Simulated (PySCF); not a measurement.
# Br4Si: the cost of one run

Computed with PySCF 2.14.0 and routines of our own; the level stands in each step. Atoms count from 0.

## Step 1: The system as given

5 atoms, charge 0, multiplicity 1; geometry from: GFN2-xTB.

## Step 2: Relaxing the molecule at PBE0-D3(BJ)/def2-SVP

Job settings and geometry (Å):

```
{"job": {"xc": "PBE0", "basis": "def2-SVP", "d3": "d3bj", "grid": 1, "maxiter": 30, "shake": 0.01, "kind": "geom"}, "charge": 0, "multiplicity": 1}
Br     0.542760    -1.673120    -1.375450
Si    -0.003920    -0.003770    -0.005430
Br    -0.903060     1.665440    -1.160880
Br     1.858320     0.705460     1.024350
Br    -1.460520    -0.727980     1.479510
```

Command:

```console
OMP_NUM_THREADS=1 python heavy_run.py task.json out
```

One launch serves the whole session: the jobs run in the order shown.

**Question.** How long does this first job take on 1 thread of Arm Neoverse V1, shared host, and how much memory does it need?

About 1.8 min, with a peak of 0.76 GiB.
